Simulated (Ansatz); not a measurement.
# Sn: a strain scan

This session takes Sn and sets out to strain the cell along the Voigt pattern (1, -1, 0, 0, 0, 0).

Method: DFT PBEsol, scalar-relativistic, plane waves, PAW, in Ansatz 0.2.0.

## 1. Starting point

The structure is tetragonal, space group I4/mmm (No. 139). The conventional cell has a = 3.182 Å, b = 3.182 Å, c = 5.831 Å, α = 90.00°, β = 90.00°, γ = 90.00°. Sn (site symmetry 4/mmm) is surrounded by 4 Sn at 3.18 Å.

Coordinates:

```xyz
1
Lattice="-1.5908 1.5908 2.9156 1.5908 -1.5908 2.9156 1.5908 1.5908 -2.9156" Properties=species:S:1:pos:R:3 pbc="T T T"
Sn    0.0000    0.0000    0.0000
```

No relaxation comes first: the listed cell is the starting point.

## 2. Zero of energy

The reference gives a free energy of -5949.6842 eV, pressure -4.11 GPa, largest force 0.000 eV/Å and gap on the mesh none (metal). It was computed beforehand with the settings of the runs below.

## 3. Next: a strain scan

The cell is strained by ε times the Voigt pattern (1, -1, 0, 0, 0, 0) (xx, yy, zz, yz, xz, xy; engineering shear), with fractional coordinates fixed (clamped ions). The stress on the pattern is the sum of the stress components weighted by it, tension positive.

## 4. ε = -0.0600

Contents of input.yaml:

```yaml
crystal:
  lattice:
    - [-1.495305, 1.686195, 2.91565]
    - [1.495305, -1.686195, 2.91565]
    - [1.495305, 1.686195, -2.91565]
  atoms:
    - { symbol: Sn, position: [0.0, 0.0, 0.0] }
basis:
  ecutwfc: 420
kpoints:
  mp_grid: { grid: [20, 20, 20] }
hamiltonian:
  xc: pbesol
scf:
  occupations: { method: gaussian, width: 0.15 }
output:
  forces: true
  stress: true
  eigenvalues: true
```

Run with:

```sh
ansatz run input.yaml --threads 1 --pin off --max-ram 2560MiB --backend cpu --events-out ev --progress --plain --runs-dir out
```

Output, cut to the lines that bear on the results:

```text
Warning: RAYON_NUM_THREADS=1 ignored (pool sized by the plan → 1); use --threads N
[...]
Pseudopotentials: kind: paw
Pseudopotential: Sn, paw, valence charge 14, recommended cutoff 420 eV (normal), Sn.paw.azcp
Functional definition: PBEsol
[...]
Crystal: 1 atoms, lattice volume = 29.406 Å³
Basis set: ecut = 420 eV, 565 PW (Γ), exchange–correlation on 50×50×50 points (8 copies of the dense FFT grid, shifted against one another)
Bands: 11, of which v1, the nominal top of the filled ones, is band 7 counted from 1 (6 counted from 0)
Symmetry: 8 space group operations
Space group: Immm (ITA 71), of the structure as read, at distance tolerance 3.1e-5 Å
k-points: 1166 of 8000
[...]
SCF iter   1: F=—  HF=-5949.642569 eV  |F-HF|=—  |Δ(HF+E_count)|=         —  Δρ=2.64e-3  dr2=1.32e-3  ethr=1.77e-3  ⟨swp⟩=5.0  Hψ=74594  notcnv=0
[...]
SCF iter   6: F=-5949.641249 eV  HF=-5949.641249 eV  |F-HF|=8.91e-9  |Δ(HF+E_count)|=   3.33e-7  Δρ=6.05e-6  dr2=1.21e-8  ethr=7.14e-10  ⟨swp⟩=6.4  Hψ=62993  notcnv=0
[...]
SCF converged after 6 iterations
Free energy (F): -5949.641249 eV
[...]
E sigma→0 (E₀):  -5949.637900 eV
Entropy (-TS):   -0.006698 eV (-6.698 meV/atom)
Fermi energy:    9.612483 eV
[...]
--- Forces (eV/Å), atoms counted from 1 ---
  atom   1  Sn     0.00000000     0.00000000     0.00000000
[...]
--- Stress (GPa, compression-positive) ---
        2.122064       0.000000       0.000000
        0.000000      -5.904911       0.000000
        0.000000       0.000000      -5.559611
  P = ⅓ Tr σ = -3.1142 GPa (-31.142 kbar)
--- Band table (eV; the first three rows and the last of 1166) ---
  k-point 0: bands = ["-12.0528", "-11.8726", "-11.8369", "-11.7695", "-11.7138", "-1.0637", "15.0478", "15.2329", "18.7125", "19.4614", "20.1050"]
[...]
```

Run time: 7.5 s. Hardware: 1 thread of AMD EPYC 9R45 (Zen 5), shared host; peak memory 0.65 GiB.

## 5. At ε = 0.0450

Changes to input.yaml since step 4:

```diff
@@ -2,5 +2,5 @@
   lattice:
-    - [-1.495305, 1.686195, 2.91565]
-    - [1.495305, -1.686195, 2.91565]
-    - [1.495305, 1.686195, -2.91565]
+    - [-1.66233375, 1.51916625, 2.91565]
+    - [1.66233375, -1.51916625, 2.91565]
+    - [1.66233375, 1.51916625, -2.91565]
   atoms:
```

Run with:

```sh
ansatz run input.yaml --threads 1 --pin off --max-ram 2560MiB --backend cpu --events-out ev --progress --plain --runs-dir out
```

Output, cut to the lines that bear on the results:

```text
[...]
SCF converged after 6 iterations
Free energy (F): -5949.659727 eV
[...]
E sigma→0 (E₀):  -5949.656288 eV
Entropy (-TS):   -0.006878 eV (-6.878 meV/atom)
Fermi energy:    9.572297 eV
[...]
--- Forces (eV/Å), atoms counted from 1 ---
  atom   1  Sn     0.00000000     0.00000000    -0.00000000
[...]
--- Stress (GPa, compression-positive) ---
       -5.383096       0.000000       0.000000
        0.000000       0.491194       0.000000
        0.000000       0.000000      -5.739219
  P = ⅓ Tr σ = -3.5437 GPa (-35.437 kbar)
--- Band table (eV; the first three rows and the last of 1166) ---
  k-point 0: bands = ["-12.0373", "-11.8943", "-11.8451", "-11.7949", "-11.7317", "-1.0572", "15.1530", "15.5967", "18.1968", "19.7395", "20.2439"]
[...]
```

It took 7.3 s on 1 thread of AMD EPYC 9R45 (Zen 5), shared host; peak memory 0.65 GiB.

## 6. ε = -0.0300

Changes to input.yaml since step 5:

```diff
@@ -2,5 +2,5 @@
   lattice:
-    - [-1.66233375, 1.51916625, 2.91565]
-    - [1.66233375, -1.51916625, 2.91565]
-    - [1.66233375, 1.51916625, -2.91565]
+    - [-1.5430275, 1.6384725, 2.91565]
+    - [1.5430275, -1.6384725, 2.91565]
+    - [1.5430275, 1.6384725, -2.91565]
   atoms:
```

Run with:

```sh
ansatz run input.yaml --threads 1 --pin off --max-ram 2560MiB --backend cpu --events-out ev --progress --plain --runs-dir out
```

Output, cut to the lines that bear on the results:

```text
Warning: RAYON_NUM_THREADS=1 ignored (pool sized by the plan → 1); use --threads N
[...]
[... 3 set-up lines as earlier in the session ...]
[...]
Crystal: 1 atoms, lattice volume = 29.485 Å³
Basis set: ecut = 420 eV, 577 PW (Γ), exchange–correlation on 50×50×50 points (8 copies of the dense FFT grid, shifted against one another)
Bands: 11, of which v1, the nominal top of the filled ones, is band 7 counted from 1 (6 counted from 0)
[... 2 set-up lines as earlier in the session ...]
k-points: 1166 of 8000
[...]
SCF iter   1: F=—  HF=-5949.674045 eV  |F-HF|=—  |Δ(HF+E_count)|=         —  Δρ=2.64e-3  dr2=1.27e-3  ethr=1.77e-3  ⟨swp⟩=5.0  Hψ=74547  notcnv=0
[...]
SCF iter   6: F=-5949.672746 eV  HF=-5949.672746 eV  |F-HF|=2.01e-8  |Δ(HF+E_count)|=   5.91e-7  Δρ=7.89e-6  dr2=2.20e-8  ethr=7.14e-10  ⟨swp⟩=4.2  Hψ=62410  notcnv=0
[...]
SCF converged after 6 iterations
Free energy (F): -5949.672746 eV
[...]
E sigma→0 (E₀):  -5949.669230 eV
Entropy (-TS):   -0.007032 eV (-7.032 meV/atom)
Fermi energy:    9.555255 eV
[...]
--- Forces (eV/Å), atoms counted from 1 ---
  atom   1  Sn     0.00000000     0.00000000     0.00000000
[...]
--- Stress (GPa, compression-positive) ---
       -0.922731       0.000000       0.000000
        0.000000      -4.917395       0.000000
        0.000000       0.000000      -5.740792
  P = ⅓ Tr σ = -3.8603 GPa (-38.603 kbar)
--- Band table (eV; the first three rows and the last of 1166) ---
  k-point 0: bands = ["-12.0249", "-11.9123", "-11.8490", "-11.8155", "-11.7451", "-1.0526", "15.2313", "15.9775", "17.7067", "19.9547", "20.4080"]
[...]
```

It took 7.5 s on 1 thread of AMD EPYC 9R45 (Zen 5), shared host; peak memory 0.65 GiB.

## 7. ε = 0.0150

Changes to input.yaml since step 6:

```diff
@@ -2,5 +2,5 @@
   lattice:
-    - [-1.5430275, 1.6384725, 2.91565]
-    - [1.5430275, -1.6384725, 2.91565]
-    - [1.5430275, 1.6384725, -2.91565]
+    - [-1.61461125, 1.56688875, 2.91565]
+    - [1.61461125, -1.56688875, 2.91565]
+    - [1.61461125, 1.56688875, -2.91565]
   atoms:
```

Run with:

```sh
ansatz run input.yaml --threads 1 --pin off --max-ram 2560MiB --backend cpu --events-out ev --progress --plain --runs-dir out
```

Output, cut to the lines that bear on the results:

```text
Warning: RAYON_NUM_THREADS=1 ignored (pool sized by the plan → 1); use --threads N
[...]
[... 3 set-up lines as earlier in the session ...]
[...]
Crystal: 1 atoms, lattice volume = 29.505 Å³
Basis set: ecut = 420 eV, 577 PW (Γ), exchange–correlation on 50×50×50 points (8 copies of the dense FFT grid, shifted against one another)
Bands: 11, of which v1, the nominal top of the filled ones, is band 7 counted from 1 (6 counted from 0)
[... 2 set-up lines as earlier in the session ...]
k-points: 1166 of 8000
[...]
SCF iter   1: F=—  HF=-5949.682370 eV  |F-HF|=—  |Δ(HF+E_count)|=         —  Δρ=2.66e-3  dr2=1.29e-3  ethr=1.77e-3  ⟨swp⟩=5.0  Hψ=74512  notcnv=0
[...]
SCF iter   6: F=-5949.681073 eV  HF=-5949.681073 eV  |F-HF|=1.14e-8  |Δ(HF+E_count)|=   5.19e-7  Δρ=6.47e-6  dr2=1.57e-8  ethr=7.14e-10  ⟨swp⟩=4.1  Hψ=60509  notcnv=0
[...]
SCF converged after 6 iterations
Free energy (F): -5949.681073 eV
[...]
E sigma→0 (E₀):  -5949.677659 eV
Entropy (-TS):   -0.006827 eV (-6.827 meV/atom)
Fermi energy:    9.549183 eV
[...]
--- Forces (eV/Å), atoms counted from 1 ---
  atom   1  Sn     0.00000000     0.00000000    -0.00000000
[...]
--- Stress (GPa, compression-positive) ---
       -4.356981      -0.000000       0.000000
       -0.000000      -2.101261       0.000000
        0.000000       0.000000      -5.677502
  P = ⅓ Tr σ = -4.0452 GPa (-40.452 kbar)
--- Band table (eV; the first three rows and the last of 1166) ---
  k-point 0: bands = ["-12.0163", "-11.9243", "-11.8481", "-11.8309", "-11.7535", "-1.0498", "15.2798", "16.3775", "17.2413", "20.0673", "20.5361"]
[...]
```

Wall time 7.4 s (1 thread of AMD EPYC 9R45 (Zen 5), shared host); peak memory 0.66 GiB.

## 8. At ε = 0.0525

Contents of input.yaml:

```yaml
crystal:
  lattice:
    - [-1.674264375, 1.507235625, 2.91565]
    - [1.674264375, -1.507235625, 2.91565]
    - [1.674264375, 1.507235625, -2.91565]
  atoms:
    - { symbol: Sn, position: [0.0, 0.0, 0.0] }
basis:
  ecutwfc: 420
kpoints:
  mp_grid: { grid: [20, 20, 20] }
hamiltonian:
  xc: pbesol
scf:
  occupations: { method: gaussian, width: 0.15 }
output:
  forces: true
  stress: true
  eigenvalues: true
  write_density: true
  write_potential: true
  elf: true
  volumetric_format: npy
```

Run with:

```sh
ansatz run input.yaml --threads 1 --pin off --max-ram 2560MiB --backend cpu --events-out ev --progress --plain --runs-dir out
```

Output, cut to the lines that bear on the results:

```text
Warning: RAYON_NUM_THREADS=1 ignored (pool sized by the plan → 1); use --threads N
[...]
[... 3 set-up lines as earlier in the session ...]
[...]
Crystal: 1 atoms, lattice volume = 29.431 Å³
Basis set: ecut = 420 eV, 561 PW (Γ), exchange–correlation on 50×50×50 points (8 copies of the dense FFT grid, shifted against one another)
Bands: 11, of which v1, the nominal top of the filled ones, is band 7 counted from 1 (6 counted from 0)
[... 2 set-up lines as earlier in the session ...]
k-points: 1166 of 8000
[...]
SCF iter   1: F=—  HF=-5949.652541 eV  |F-HF|=—  |Δ(HF+E_count)|=         —  Δρ=2.65e-3  dr2=1.30e-3  ethr=1.77e-3  ⟨swp⟩=5.0  Hψ=74452  notcnv=0
[...]
SCF iter   6: F=-5949.651229 eV  HF=-5949.651229 eV  |F-HF|=1.15e-8  |Δ(HF+E_count)|=   4.13e-7  Δρ=6.51e-6  dr2=1.44e-8  ethr=7.14e-10  ⟨swp⟩=9.9  Hψ=89503  notcnv=0
[...]
SCF converged after 6 iterations
Free energy (F): -5949.651229 eV
[...]
E sigma→0 (E₀):  -5949.647827 eV
Entropy (-TS):   -0.006804 eV (-6.804 meV/atom)
Fermi energy:    9.590019 eV
[...]
--- Forces (eV/Å), atoms counted from 1 ---
  atom   1  Sn     0.00000000     0.00000000     0.00000000
[...]
--- Stress (GPa, compression-positive) ---
       -5.630348       0.000000       0.000000
        0.000000       1.265030       0.000000
        0.000000       0.000000      -5.667411
  P = ⅓ Tr σ = -3.3442 GPa (-33.442 kbar)
--- Band table (eV; the first three rows and the last of 1166) ---
  k-point 0: bands = ["-12.0448", "-11.8839", "-11.8415", "-11.7829", "-11.7234", "-1.0602", "15.1036", "15.4127", "18.4513", "19.6051", "20.1724"]
[...]
```

It took 10 s on 1 thread of AMD EPYC 9R45 (Zen 5), shared host; peak memory 0.63 GiB.

The maps below are laid out on this run's own conventional cell (a, b, c = 3.014, 3.349, 5.831 Å).

Density in a lattice plane of the grid's cell (edges 3.01 and 5.83 Å, at 0.000 of the third edge), which holds Sn.

Ten even steps from ' ' (0.06 e/Å³) to '@' (16.53 e/Å³):
```
**==::              ::==
::..                  ..
                        
                        
                        
                        
                        
                        
                        
                        
                        
                        
                        
                        
                        
                        
                        
::..                  ..
**==::              ::==
@@##--              --##
```
Columns run along the first of these edges and rows up along the second, over one cell in 12 and 20 even steps from the bottom left corner. Atoms in the plane (fractional): Sn at (0.00, 0.00).

ELF in the same plane.

Values, 12 rows by 6 columns:
```
0.08 0.24 0.35 0.43 0.35 0.24
0.34 0.33 0.36 0.31 0.36 0.33
0.32 0.29 0.23 0.20 0.23 0.29
0.14 0.16 0.21 0.25 0.21 0.16
0.10 0.16 0.29 0.34 0.29 0.16
0.10 0.18 0.32 0.38 0.32 0.18
0.10 0.16 0.29 0.34 0.29 0.16
0.14 0.16 0.21 0.25 0.21 0.16
0.32 0.29 0.23 0.20 0.23 0.29
0.34 0.33 0.36 0.31 0.36 0.33
0.08 0.24 0.35 0.43 0.35 0.24
0.00 0.08 0.35 0.46 0.35 0.08
```
Columns run along the first of these edges and rows up along the second, over one cell in 6 and 12 even steps from the bottom left corner. Atoms in the plane (fractional): Sn at (0.00, 0.00).

Both are smooth fields of the valence electrons: close to the nuclei they are not physical.

Maxima of ELF outside the ion cores: 0.46 on the Sn–Sn line, 1.5 Å from Sn.

## 9. Point ε = 0.0375

Contents of input.yaml:

```yaml
crystal:
  lattice:
    - [-1.650403125, 1.531096875, 2.91565]
    - [1.650403125, -1.531096875, 2.91565]
    - [1.650403125, 1.531096875, -2.91565]
  atoms:
    - { symbol: Sn, position: [0.0, 0.0, 0.0] }
basis:
  ecutwfc: 420
kpoints:
  mp_grid: { grid: [20, 20, 20] }
hamiltonian:
  xc: pbesol
scf:
  occupations: { method: gaussian, width: 0.15 }
output:
  forces: true
  stress: true
  eigenvalues: true
```

Run with:

```sh
ansatz run input.yaml --threads 1 --pin off --max-ram 2560MiB --backend cpu --events-out ev --progress --plain --runs-dir out
```

Output, cut to the lines that bear on the results:

```text
[...]
SCF converged after 6 iterations
Free energy (F): -5949.666875 eV
[...]
E sigma→0 (E₀):  -5949.663439 eV
Entropy (-TS):   -0.006872 eV (-6.872 meV/atom)
Fermi energy:    9.561186 eV
[...]
--- Forces (eV/Å), atoms counted from 1 ---
  atom   1  Sn     0.00000000     0.00000000     0.00000000
[...]
--- Stress (GPa, compression-positive) ---
       -5.147084       0.000000       0.000000
        0.000000      -0.245086       0.000000
        0.000000       0.000000      -5.758628
  P = ⅓ Tr σ = -3.7169 GPa (-37.169 kbar)
--- Band table (eV; the first three rows and the last of 1166) ---
  k-point 0: bands = ["-12.0307", "-11.9039", "-11.8476", "-11.8058", "-11.7390", "-1.0546", "15.1957", "15.7850", "17.9486", "19.8584", "20.3225"]
[...]
```

Run time: 7.5 s. Hardware: 1 thread of AMD EPYC 9R45 (Zen 5), shared host; peak memory 0.66 GiB.

## 10. ε = 0.0225

Changes to input.yaml since step 9:

```diff
@@ -2,5 +2,5 @@
   lattice:
-    - [-1.650403125, 1.531096875, 2.91565]
-    - [1.650403125, -1.531096875, 2.91565]
-    - [1.650403125, 1.531096875, -2.91565]
+    - [-1.626541875, 1.554958125, 2.91565]
+    - [1.626541875, -1.554958125, 2.91565]
+    - [1.626541875, 1.554958125, -2.91565]
   atoms:
```

Run with:

```sh
ansatz run input.yaml --threads 1 --pin off --max-ram 2560MiB --backend cpu --events-out ev --progress --plain --runs-dir out
```

Output, cut to the lines that bear on the results:

```text
Warning: RAYON_NUM_THREADS=1 ignored (pool sized by the plan → 1); use --threads N
[...]
[... 3 set-up lines as earlier in the session ...]
[...]
Crystal: 1 atoms, lattice volume = 29.497 Å³
Basis set: ecut = 420 eV, 569 PW (Γ), exchange–correlation on 50×50×50 points (8 copies of the dense FFT grid, shifted against one another)
Bands: 11, of which v1, the nominal top of the filled ones, is band 7 counted from 1 (6 counted from 0)
[... 2 set-up lines as earlier in the session ...]
k-points: 1166 of 8000
[...]
SCF iter   1: F=—  HF=-5949.678775 eV  |F-HF|=—  |Δ(HF+E_count)|=         —  Δρ=2.64e-3  dr2=1.28e-3  ethr=1.77e-3  ⟨swp⟩=5.0  Hψ=74550  notcnv=0
[...]
SCF iter   6: F=-5949.677474 eV  HF=-5949.677474 eV  |F-HF|=1.78e-8  |Δ(HF+E_count)|=   5.88e-7  Δρ=7.52e-6  dr2=2.04e-8  ethr=7.14e-10  ⟨swp⟩=4.2  Hψ=61699  notcnv=0
[...]
SCF converged after 6 iterations
Free energy (F): -5949.677474 eV
[...]
E sigma→0 (E₀):  -5949.673941 eV
Entropy (-TS):   -0.007067 eV (-7.067 meV/atom)
Fermi energy:    9.551642 eV
[...]
--- Forces (eV/Å), atoms counted from 1 ---
  atom   1  Sn     0.00000000     0.00000000    -0.00000000
[...]
--- Stress (GPa, compression-positive) ---
       -4.682697       0.000000       0.000000
        0.000000      -1.516324       0.000000
        0.000000       0.000000      -5.708261
  P = ⅓ Tr σ = -3.9691 GPa (-39.691 kbar)
--- Band table (eV; the first three rows and the last of 1166) ---
  k-point 0: bands = ["-12.0199", "-11.9192", "-11.8492", "-11.8238", "-11.7499", "-1.0509", "15.2594", "16.1751", "17.4714", "20.0240", "20.4876"]
[...]
```

It took 7.7 s on 1 thread of AMD EPYC 9R45 (Zen 5), shared host; peak memory 0.66 GiB.

## 11. At ε = 0.0075

Changes to input.yaml since step 10:

```diff
@@ -2,5 +2,5 @@
   lattice:
-    - [-1.626541875, 1.554958125, 2.91565]
-    - [1.626541875, -1.554958125, 2.91565]
-    - [1.626541875, 1.554958125, -2.91565]
+    - [-1.602680625, 1.578819375, 2.91565]
+    - [1.602680625, -1.578819375, 2.91565]
+    - [1.602680625, 1.578819375, -2.91565]
   atoms:
```

Run with:

```sh
ansatz run input.yaml --threads 1 --pin off --max-ram 2560MiB --backend cpu --events-out ev --progress --plain --runs-dir out
```

Output, cut to the lines that bear on the results:

```text
[...]
SCF converged after 6 iterations
Free energy (F): -5949.683369 eV
[...]
E sigma→0 (E₀):  -5949.680089 eV
Entropy (-TS):   -0.006560 eV (-6.560 meV/atom)
Fermi energy:    9.546822 eV
[...]
--- Forces (eV/Å), atoms counted from 1 ---
  atom   1  Sn     0.00000000    -0.00000000    -0.00000000
[...]
--- Stress (GPa, compression-positive) ---
       -3.895125      -0.000000      -0.000000
       -0.000000      -2.706281       0.000000
       -0.000000       0.000000      -5.670032
  P = ⅓ Tr σ = -4.0905 GPa (-40.905 kbar)
--- Band table (eV; the first three rows and the last of 1166) ---
  k-point 0: bands = ["-12.0140", "-11.9274", "-11.8455", "-11.8368", "-11.7556", "-1.0491", "15.2921", "16.5852", "17.0169", "20.0900", "20.5735"]
[...]
```

Run time: 7.6 s. Hardware: 1 thread of AMD EPYC 9R45 (Zen 5), shared host; peak memory 0.66 GiB.

## 12. The scan collected

All points in order; energies are free energies above the reference cell:

```
      ε  ΔE (meV/atom)  stress on the pattern (GPa)  pressure (GPa)
-0.0600           42.9                        -8.03            -3.1
-0.0300           11.4                        -3.99            -3.9
 0.0000            0.0                         0.00            -4.1
 0.0075            0.8                         1.19            -4.1
 0.0150            3.1                         2.26            -4.0
 0.0225            6.7                         3.17            -4.0
 0.0375           17.3                         4.90            -3.7
 0.0450           24.4                         5.87            -3.5
 0.0525           32.9                         6.90            -3.3
```

Not run, since symmetry makes them alike: 0.0600 repeats -0.0600, -0.0450 repeats 0.0450, 0.0300 repeats -0.0300, -0.0150 repeats 0.0150. Energy, pressure and gap are the same there.

## 13. Results

```
                                                              quantity    value
slope of the stress at ε = 0, from the points at -0.0300, 0 and 0.0075  153 GPa
```

In words: The slope of the stress at zero strain, 153 GPa, estimates C11 + C22 − 2 C12 with clamped ions in this Cartesian frame. The step is wide, so higher orders mix in. The reference stands under -4.1 GPa, so this is no zero-stress constant. The undisturbed cell stays the lowest of the sampled points.
